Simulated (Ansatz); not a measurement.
# AlN: properties at the relaxed cell

The task here is to estimate one member of a computed series from the others.

The COD entry's cell or inner coordinates are ideal or old and differ from later refinements, so a difference from it is no clean test against experiment.

Program: Ansatz 0.2.0. Level of theory: DFT PBE, scalar-relativistic, plane waves, PAW. These are calculated values, not measurements.

1 further run of the same task is left out (set aside as unsound or not needed).

### Starting point

The structure is hexagonal, space group P6_3mc (No. 186). The conventional cell has a = 3.130 Å, b = 3.130 Å, c = 5.018 Å, α = 90.00°, β = 90.00°, γ = 120.00°. Al (site symmetry 3m) has 4 N at 1.90 to 1.91 Å as nearest neighbours. N (site symmetry 3m) is surrounded by 4 Al at 1.90 to 1.91 Å.

As a file:

```
CELL_PARAMETERS angstrom
3.13025 0.00000 0.00000
-1.56512 2.71087 0.00000
0.00000 0.00000 5.01796
ATOMIC_POSITIONS crystal
Al 0.33333 0.66667 0.99923
Al 0.66667 0.33333 0.49923
N 0.33333 0.66667 0.38077
N 0.66667 0.33333 0.88077
```

It is the result of an earlier relaxation at this level (volume 10.65 Å³/atom; gap on the mesh: 4.03 eV).

Set-up of the first run:

input.yaml

```yaml
crystal:
  lattice:
    - [3.0986247638, 0.0, 0.0]
    - [-1.5493123819, 2.6834877622, 0.0]
    - [0.0, 0.0, 4.9672704891]
  atoms:
    - { symbol: Al, position: [0.3333333333, 0.6666666667, -0.0007713538] }
    - { symbol: Al, position: [0.6666666667, 0.3333333333, 0.4992286462] }
    - { symbol: "N", position: [0.3333333333, 0.6666666667, 0.3807713538] }
    - { symbol: "N", position: [0.6666666667, 0.3333333333, 0.8807713538] }
basis:
  ecutwfc: 420
kpoints:
  mp_grid: { grid: [9, 9, 6] }
hamiltonian:
  xc: pbe
scf:
  occupations: { method: gaussian, width: 0.02 }
output:
  forces: true
  stress: true
  eigenvalues: true
relax:
  adjacent_minimum: "off"
  f_tol: 0.01
  max_steps: 30
  cell: { stress_tol: 0.1, fix: [volume] }
```

Started as:

```console
$ ansatz run input.yaml --threads 1 --pin off --max-ram 2560MiB --backend cpu --events-out ev --progress --plain --runs-dir out
```

Steps of the session up to this table: Point at V/V0 = 0.97; Point at V/V0 = 1.03; The cell scaled to 0.94 of its volume; Point at V/V0 = 1.06; Point at V/V0 = 0.91; The cell scaled to 1.10 of its volume; The cell scaled to 0.88 of its volume.

One of the session's tables, all rows but one given; the rest of the session is left out.

It belongs to the step «Energy against volume». 

```
volume (Å³/atom)  energy above the lowest point (meV/atom)  pressure (GPa)  gap on the mesh (eV)
           9.368                                     113.2           31.43                  5.08
           9.687                                      60.4           21.78                  4.82
          10.007                                      25.5           13.43                  4.55
          10.326                                       6.1            6.24                  4.29
          10.645                                       0.0            0.00                  4.03
          10.965                                         ?               ?                     ?
          11.284                                      20.9          -10.02                  3.55
          11.710                                      54.7          -15.23                  3.26
```

Estimate the missing values for volume (Å³/atom) = 10.965.

Worked estimate for «energy above the lowest point (meV/atom)». A straight line through the neighbours (10.645, 0.0) and (11.284, 20.9) gives 0.0 + (20.9 − 0.0) × (10.965 − 10.645) / (11.284 − 10.645) = 10.5; a parabola fitted to 4 rows on both sides gives 5.6.

The run gave: energy above the lowest point (meV/atom): 5.5; pressure (GPa): -5.37; gap on the mesh (eV): 3.79. In «energy above the lowest point (meV/atom)» the line misses by +5.0 and the parabola by +0.1.
